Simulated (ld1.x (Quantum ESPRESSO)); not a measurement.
**B: a PAW potential and its near relatives**

Aim: generate and test one potential in full, then change a few of its settings and see what happens to hardness, ghosts and transferability.

Program: ld1.x (Quantum ESPRESSO) 7.5. Reference atom: PBE, scalar-relativistic, spherical and spin-unpolarised. All values are calculated.

## Step 1: Settings

The settings as typed:

```
element                 : boron (B, Z = 5)
type                    : PAW
frozen core             : [He]
valence charge          : 3
reference configuration : 2s1.75 2p1.25
partial waves           : 2s (bound): rcut 1.25, rcutus 1.65 bohr; 2s channel at 0.8 Ry: rcut 1.25, rcutus 1.65 bohr; 2p (bound): rcut 1.65, rcutus 2.05 bohr; 2p channel at 0.7 Ry: rcut 1.65, rcutus 2.05 bohr
local potential         : all-electron potential smoothed inside 1.35 bohr (lloc = -2)
core correction         : Bessel-smoothed model core, default radius (core density twice the valence density)
augmentation charge     : BESSEL, radius 1.05 bohr
```

The nodes and maxima of the atom's own shells, from an earlier all-electron run, set the scale for the radii.

All-electron outer shells of the reference configuration (PBE, scalar-relativistic, ld1.x):

| shell | level (eV) | outermost node (bohr) | outermost maximum (bohr) |
| --- | --- | --- | --- |
| 1s | -180.89 | – | 0.21 |
| 2s | -9.57 | 0.46 | 1.52 |
| 2p | -3.73 | – | 1.57 |

## Step 2: The first potential

B.in

```
 &input
   title='B', zed=5., rel=1, dft='PBE', iswitch=3,
   config='[He] 2s1.75 2p1.25',
   nld=2, rlderiv=2.25, eminld=-3.0, emaxld=5.0, deld=0.02
 /
 &inputp
   pseudotype=3, lpaw=.true., tm=.true., lloc=-2, rcloc=1.35,
   nlcc=.true., new_core_ps=.true.,
   which_augfun='BESSEL', rmatch_augfun=1.05,
   file_pseudopw='B.UPF', file_wfcaegen='ae.wfc', file_wfcncgen='nc.wfc', file_beta='beta', file_chi='chi', file_wfcusgen='us.wfc'
 /
4
2S  1  0   1.75   0.00  1.25  1.65  0.0
2S  1  0   0.00   0.80  1.25  1.65  0.0
2P  2  1   1.25   0.00  1.65  2.05  0.0
2P  2  1   0.00   0.70  1.65  2.05  0.0
 &test
   configts(1)='2s1.75 2p1.25'
 /
```

Command:

```bash
$ ld1.x < B.in > B.out
```

What the program wrote to B.out (without the banner and most projector matrices):

```text
     Program LD1 v.7.5
     --------------------------- All-electron run ----------------------------

     B
     scalar relativistic calculation

     atomic number is  5.00
     dft =PBE   lsd =0 sic =0 latt =0  beta=0.20 tr2=1.0E-14
     Exchange-correlation= PBE
                           (   1   4   3   4   0   0   0)
     mesh =1059 r(mesh) = 101.04461 a.u. xmin = -7.00 dx = 0.01250
     1 Ry =  13.60569312 eV, c = 137.03599908

     n l     nl                  e(Ry)          e(Ha)          e(eV)
     1 0     1S 1( 2.00)       -13.2954        -6.6477      -180.8932
     2 0     2S 1( 1.75)        -0.7035        -0.3518        -9.5721
     2 1     2P 1( 1.25)        -0.2740        -0.1370        -3.7278

     final scf error:  9.8E-15 reached in  33 iterations

     Etot =     -49.099368 Ry,     -24.549684 Ha,    -668.030931 eV

     Ekin =      48.930831 Ry,      24.465416 Ha,     665.737872 eV
     Encl =    -113.503229 Ry,     -56.751615 Ha,   -1544.290107 eV
     Eh   =      23.045670 Ry,      11.522835 Ha,     313.552310 eV
     Exc  =      -7.572639 Ry,      -3.786320 Ha,    -103.031007 eV

     normalization and overlap integrals

     s(1S/1S) =  1.000000  <r> =   0.3293  <r2> =    0.1474  r(max) =   0.2103
     s(2S/2S) =  1.000000  <r> =   1.9478  <r2> =    4.5779  r(max) =   1.5152
     s(2P/2P) =  1.000000  <r> =   2.2867  <r2> =    6.7912  r(max) =   1.5731

     ------------------------ End of All-electron run ------------------------

     --------------------- Generating PAW atomic setup --------------------

      Generating local potential from pseudized AE potential:
      Matching radius rcloc =   1.3500
      Enforcing V''(0)=0 (lloc=-2)

      Local pseudo, rcloc= 1.337 Estimated cut-off energy=    16.21 Ry

      Computing core charge for nlcc:

       r > 0.68 : true rho core
      Core charge pseudized with two Bessel functions
      Integrated core pseudo-charge :   1.02
      Wfc-us  2S rcutus= 1.633  Estimated cut-off energy=    16.93 Ry
      Wfc-us  2S rcutus= 1.633  Estimated cut-off energy=    20.60 Ry
      Wfc-us  2P rcutus= 2.045  Estimated cut-off energy=    18.30 Ry
      Wfc-us  2P rcutus= 2.045  Estimated cut-off energy=    23.77 Ry

     Required augmentation: BESSEL   radius:    1.050000
     Suggested rho cutoff for augmentation:  49.00 Ry

     Estimated PAW energy =  -10.861116 Ryd

     The PAW screened D coefficients
     0.61332     0.54933     0.00000     0.00000
     0.54933     0.49554     0.00000     0.00000
     0.00000     0.00000    -0.18671    -0.14627
     0.00000     0.00000    -0.14627    -0.10225

     The PAW descreened D coefficients (US)
     0.33513     0.28153     0.00000     0.00000
     0.28153     0.23661     0.00000     0.00000
     0.00000     0.00000     0.05628     0.09521
     0.00000     0.00000     0.09521     0.13417

     ------------------- End of pseudopotential generation -------------------

     [... the all-electron block is printed once more ...]


     Computing logarithmic derivative in   2.24641
     Computing logarithmic derivative in   2.24641
     Computing the partial wave expansion
     R is outside the sphere for l=    0 j= 0.00
     R is outside the sphere for l=    0 j= 0.00
     R is outside the sphere for l=    1 j= 0.00
     R is outside the sphere for l=    1 j= 0.00

     ---------------------- Testing the pseudopotential ----------------------

     B
     scalar relativistic calculation

     atomic number is  5.00   valence charge is  3.00
     dft = SLA  PW   PBX  PBC   lsd =0 sic =0 latt =0  beta=0.20 tr2=1.0E-14
     mesh =1059 r(mesh) = 101.04461 xmin = -7.00 dx = 0.01250

     n l     nl             e AE (Ry)        e PS (Ry)    De AE-PS (Ry)
     1 0     2S   1( 1.75)       -0.70354       -0.70354        0.00000
     2 1     2P   1( 1.25)       -0.27399       -0.27399        0.00000

     eps = 2.0E-15  iter =  3

     Etot =     -49.099368 Ry,     -24.549684 Ha,    -668.030931 eV
     Etotps =   -10.861122 Ry,      -5.430561 Ha,    -147.773095 eV

     Ekin =       5.524313 Ry,       2.762157 Ha,      75.162111 eV
     Encl =     -12.777803 Ry,      -6.388901 Ha,    -173.850862 eV
     Ehrt =       3.965006 Ry,       1.982503 Ha,      53.946654 eV
     Ecxc =      -7.572639 Ry,      -3.786319 Ha,    -103.030998 eV
     (Ecc =      -1.739618 Ry,      -0.869809 Ha,     -23.668710 eV)

     ---------------------- End of pseudopotential test ----------------------
```

It took 1.4 s on 1 thread, shared host. (Generation and the later configuration tests together.)

All-electron and pseudo partial waves u(r) = r·R(r), from the program's wave files:

```csv
r (bohr),2s AE,2s PS,2p AE,2p PS
0.103,-0.2731,0.0860,0.0288,0.0084
0.205,-0.2983,0.1698,0.0909,0.0327
0.308,-0.2084,0.2516,0.1659,0.0718
0.410,-0.0729,0.3287,0.2415,0.1226
0.513,0.0755,0.4014,0.3135,0.1831
0.615,0.2158,0.4674,0.3776,0.2485
0.718,0.3421,0.5273,0.4341,0.3165
0.820,0.4486,0.5795,0.4820,0.3823
0.923,0.5375,0.6247,0.5231,0.4440
1.025,0.6075,0.6618,0.5568,0.4979
1.128,0.6609,0.6916,0.5835,0.5434
1.230,0.6984,0.7137,0.6033,0.5787
1.332,0.7223,0.7286,0.6171,0.6040
1.435,0.7347,0.7364,0.6255,0.6202
1.538,0.7372,0.7374,0.6290,0.6280
1.640,0.7316,0.7316,0.6285,0.6291
1.743,0.7194,0.7194,0.6243,0.6252
1.845,0.7022,0.7022,0.6172,0.6177
1.948,0.6808,0.6808,0.6076,0.6077
2.050,0.6566,0.6566,0.5961,0.5961
2.153,0.6301,0.6301,0.5828,0.5828
2.255,0.6024,0.6024,0.5683,0.5683
2.358,0.5736,0.5736,0.5527,0.5527
2.460,0.5447,0.5447,0.5365,0.5365
2.562,0.5159,0.5159,0.5198,0.5198
2.665,0.4871,0.4871,0.5026,0.5026
```

## Step 3: Configuration tests

B.test.in

```
 &input
   title='B', zed=5., rel=1, dft='PBE', iswitch=2,
   config='[He] 2s1.75 2p1.25'
 /
 &test
   file_pseudo='B.UPF', nconf=8,
   configts(1)='2s1.75 2p1.25',
   configts(2)='2s2 2p1',
   configts(3)='2s2 2p0',
   configts(4)='2s1 2p0',
   configts(5)='2s1 2p1',
   configts(6)='2s2 2p0.5',
   configts(7)='2s2 2p1.3',
   configts(8)='2s1 2p2'
 /
```

Command:

```bash
$ ld1.x < B.test.in > B.test.out
```

B.test.out, the pseudopotential blocks:

```text
     ---------------------- Testing the pseudopotential ----------------------

     B
     scalar relativistic calculation

     atomic number is  5.00   valence charge is  3.00
     dft =SLA  PW   PBX  PBC   lsd =0 sic =0 latt =0  beta=0.20 tr2=1.0E-14
     mesh =1059 r(mesh) = 101.04461 xmin = -7.00 dx = 0.01250

     n l     nl             e AE (Ry)        e PS (Ry)    De AE-PS (Ry)
     1 0     2S   1( 1.75)       -0.70354       -0.70354        0.00000
     2 1     2P   1( 1.25)       -0.27399       -0.27399        0.00000

     eps = 2.0E-15  iter =  3

     Etot =     -49.099368 Ry,     -24.549684 Ha,    -668.030930 eV
     Etotps =   -10.861122 Ry,      -5.430561 Ha,    -147.773095 eV

     Ekin =       5.524313 Ry,       2.762157 Ha,      75.162111 eV
     Encl =     -12.777803 Ry,      -6.388901 Ha,    -173.850862 eV
     Ehrt =       3.965006 Ry,       1.982503 Ha,      53.946654 eV
     Ecxc =      -7.572639 Ry,      -3.786319 Ha,    -103.030998 eV
     (Ecc =      -1.739618 Ry,      -0.869809 Ha,     -23.668710 eV)

     ---------------------- End of pseudopotential test ----------------------
```

7 tests gave no usable energy difference (2s2 2p1; 2s2 2p0; 2s1 2p0; 2s1 2p1; others); the test run stopped with "negative rho".

## Step 4: Does it scatter like the atom?

Taken from the files of the generation run. The phase is arctan(r·u′/u) with u = r·R, unwrapped, with energies in Ry. A pole is an energy at which the radial function vanishes at the test radius. The pseudo phase is shifted by a multiple of π to meet the all-electron one at the reference energy. Levels narrower than the energy grid can be missing from the poles. The last column is the largest difference on the grid between −1 and +1 Ry.

| channel | radius (bohr) | reference (Ry) | poles AE | poles PS | window around the reference with phases within 0.05 rad (Ry) | largest difference near zero (rad) |
| --- | --- | --- | --- | --- | --- | --- |
| s | 2.25 | -0.70 | 0.44 | 0.44 | the whole range | 0.000 |
| p | 2.25 | -0.27 | 0.76 | 0.76 | below 3.1 | 0.000 |

Phases (rad) along the scan:

```csv
E (Ry),p AE,p PS,s AE,s PS
-3.00,1.289,1.290,1.248,1.248
-2.52,1.255,1.256,1.193,1.193
-2.04,1.206,1.207,1.099,1.099
-1.56,1.125,1.125,0.892,0.892
-1.08,0.955,0.955,0.220,0.220
-0.60,0.419,0.420,-0.977,-0.977
-0.12,-0.899,-0.899,-1.394,-1.394
0.36,-1.414,-1.414,-1.552,-1.552
0.84,-1.595,-1.595,-1.644,-1.644
1.32,-1.705,-1.704,-1.715,-1.715
1.80,-1.804,-1.803,-1.785,-1.785
2.28,-1.930,-1.926,-1.870,-1.871
2.76,-2.149,-2.133,-1.997,-1.998
3.24,-2.669,-2.604,-2.231,-2.234
3.72,-3.635,-3.534,-2.763,-2.777
4.20,-4.186,-4.139,-3.631,-3.654
4.68,-4.407,-4.385,-4.143,-4.157
```

## Step 5: Cutoff and ghost test in a Bessel basis

This step uses the generator's waves and projectors in a separate script. Basis: spherical Bessel functions vanishing at 20 bohr, q² up to the cutoff; potential fixed at the reference.

All-electron valence levels (Ry): 2s -0.7035, 2p -0.2740. The lowest levels of each channel (Ry) by cutoff; the last column sums, over occupied levels, occupation times the distance from the level at 400 Ry. A positive value at high cutoff is not a bound level.

```csv
cutoff (Ry),s #1,p #1,d #1,f #1,Σ f·Δε (mRy)
8,-0.7035,-0.1832,0.0654,0.1127,113.7
10,-0.7035,-0.2275,0.0654,0.1127,58.3
12,-0.7035,-0.2597,0.0654,0.1127,18.0
15,-0.7035,-0.2728,0.0654,0.1127,1.6
18,-0.7035,-0.2738,0.0654,0.1127,0.4
21,-0.7035,-0.2739,0.0654,0.1127,0.2
25,-0.7035,-0.2739,0.0654,0.1127,0.1
400,-0.7036,-0.2740,0.0654,0.1127,0.0
```

The sum stays within 10 mRy from 15 Ry and within 1 mRy from 18 Ry. The sum leaves out empty levels, which can need more. Ghost test: no level below the all-electron spectrum of its channel (s, p, d, f tested).

## Step 6: Variant: type ultrasoft; local potential all-electron potential smoothed inside 2.26 bohr …

In full, the change is: type ultrasoft; local potential all-electron potential smoothed inside 2.26 bohr (lloc = -1); augmentation built from norm-conserving waves at rcut, not smoothed further.

B.in

```
 &input
   title='B', zed=5., rel=1, dft='PBE', iswitch=3,
   config='[He] 2s1.75 2p1.25',
   nld=2, rlderiv=2.45, eminld=-3.0, emaxld=5.0, deld=0.02
 /
 &inputp
   pseudotype=3, tm=.true., lloc=-1, rcloc=2.26,
   nlcc=.true., new_core_ps=.true.,
   file_pseudopw='B.UPF', file_wfcaegen='ae.wfc', file_wfcncgen='nc.wfc', file_beta='beta', file_chi='chi', file_wfcusgen='us.wfc'
 /
4
2S  1  0   1.75   0.00  1.25  1.65  0.0
2S  1  0   0.00   0.80  1.25  1.65  0.0
2P  2  1   1.25   0.00  1.65  2.05  0.0
2P  2  1   0.00   0.70  1.65  2.05  0.0
 &test
   configts(1)='2s1.75 2p1.25'
 /
```

Command:

```bash
$ ld1.x < B.in > B.out
```

What the program wrote to B.out (without the banner and most projector matrices):

```text
     Program LD1 v.7.5
     [... all-electron run as in step 2 ...]


     --------------------- Generating US pseudopotential ---------------------

      Generating local potential from pseudized AE potential:
      Matching radius rcloc =   2.2600

      Local pseudo, rcloc= 2.260 Estimated cut-off energy=     4.74 Ry

      Computing core charge for nlcc:

       r > 0.68 : true rho core
      Core charge pseudized with two Bessel functions
      Integrated core pseudo-charge :   1.02

      Wfc   2S  rcut= 1.241  Using Troullier-Martins method
      Wfc-us  2S rcutus= 1.633  Estimated cut-off energy=    16.93 Ry

      Wfc   2S  rcut= 1.241  Using Troullier-Martins method
      Wfc-us  2S rcutus= 1.633  Estimated cut-off energy=    20.60 Ry

      Wfc   2P  rcut= 1.633  Using Troullier-Martins method
      Wfc-us  2P rcutus= 2.045  Estimated cut-off energy=    18.30 Ry

      Wfc   2P  rcut= 1.633  Using Troullier-Martins method
      Wfc-us  2P rcutus= 2.045  Estimated cut-off energy=    23.77 Ry

     ------------------- End of pseudopotential generation -------------------

     [... all-electron run as in step 2 ...]


     Computing logarithmic derivative in   2.45182
     Computing logarithmic derivative in   2.45182
     Computing the partial wave expansion
     R is outside the sphere for l=    0 j= 0.00
     R is outside the sphere for l=    0 j= 0.00
     R is outside the sphere for l=    1 j= 0.00
     R is outside the sphere for l=    1 j= 0.00

     ---------------------- Testing the pseudopotential ----------------------

     B
     scalar relativistic calculation

     atomic number is  5.00   valence charge is  3.00
     dft =PBE   lsd =0 sic =0 latt =0  beta=0.20 tr2=1.0E-14
     mesh =1059 r(mesh) = 101.04461 xmin = -7.00 dx = 0.01250

     n l     nl             e AE (Ry)        e PS (Ry)    De AE-PS (Ry)
     1 0     2S   1( 1.75)       -0.70354       -0.70354        0.00000
     2 1     2P   1( 1.25)       -0.27399       -0.27399        0.00000

     eps = 5.6E-16  iter =  3

     Etot =     -49.099368 Ry,     -24.549684 Ha,    -668.030931 eV
     Etotps =    -6.852458 Ry,      -3.426229 Ha,     -93.232436 eV

     Ekin =       2.443545 Ry,       1.221773 Ha,      33.246125 eV
     Encl =      -9.813825 Ry,      -4.906913 Ha,    -133.523894 eV
     Ehrt =       3.957247 Ry,       1.978623 Ha,      53.841082 eV
     Ecxc =      -3.431964 Ry,      -1.715982 Ha,     -46.694245 eV
     (Ecc =      -1.739618 Ry,      -0.869809 Ha,     -23.668710 eV)
     Epseu=      -0.007460 Ry,      -0.003730 Ha,      -0.101503 eV

     ---------------------- End of pseudopotential test ----------------------
```

It took 1.6 s on 1 thread, shared host. (Generation and the later configuration tests together.)

The test run was repeated on this file; only its results are given.

The tests as a table, with energies relative to 2s1.75 2p1.25.

| valence configuration | charge | ΔE all-electron (eV) | error AE − PS (meV) |
| --- | --- | --- | --- |
| 2s2 2p1 | 0 | -1.460 | +0.2 |
| 2s2 2p0 | +1 | 6.760 | +8.0 |
| 2s1 2p0 | +2 | 32.182 | +33 |
| 2s1 2p1 | +1 | 12.901 | +2.0 |
| 2s2 2p0.5 | +0.5 | 1.427 | +1.6 |
| 2s2 2p1.3 | -0.3 | -2.198 | +0.1 |
| 2s1 2p2 | 0 | 4.391 | +2.1 |

With this change the loose cutoff stays at 15 Ry, the largest error in the tests that it solved is +33 meV (2s1 2p0) and there is no bound ghost.

## Step 7: All runs side by side

Cutoffs, loose and tight: the cutoffs (Ry, on a coarse ladder) from which the occupation-weighted sum of valence levels, in a spherical-Bessel basis at the reference potential, stays within 10 and 1 mRy of its value at 400 Ry; empty and scattering waves don't count. The number of plane waves in a given cell goes as the cutoff to the power 3/2; it is given for the loose cutoff, relative to the first potential. Test errors are all-electron less pseudo. The phase difference is the largest within 1 Ry of zero, over the channels with partial waves.

```csv
change,outcome,"cutoff, loose","cutoff, tight","plane waves, relative",bound ghosts,largest test error (meV),phase difference near zero (rad),lowest overlap eigenvalue (Bessel basis)
first potential,generated,15 Ry,18 Ry,1.00,none,none usable,0.000,0.558
"type ultrasoft; local potential all-electron potential smoothed inside 2.26 bohr (lloc = -1); augmentation built from norm-conserving waves at rcut, not smoothed further",generated,15 Ry,18 Ry,1.00,none,+33,0.000,0.488
```

What this shows: 

The first potential by itself. The test run broke off, so later configurations gave nothing; no test gave an energy difference. The potential is soft on the atom at that tolerance: the looser tolerance needs 15 Ry. The slowest occupied level is 2p: taken alone it needs 18 Ry to come within 1 mRy, against 6 Ry or less for 2s. No bound ghost shows below the valence levels.
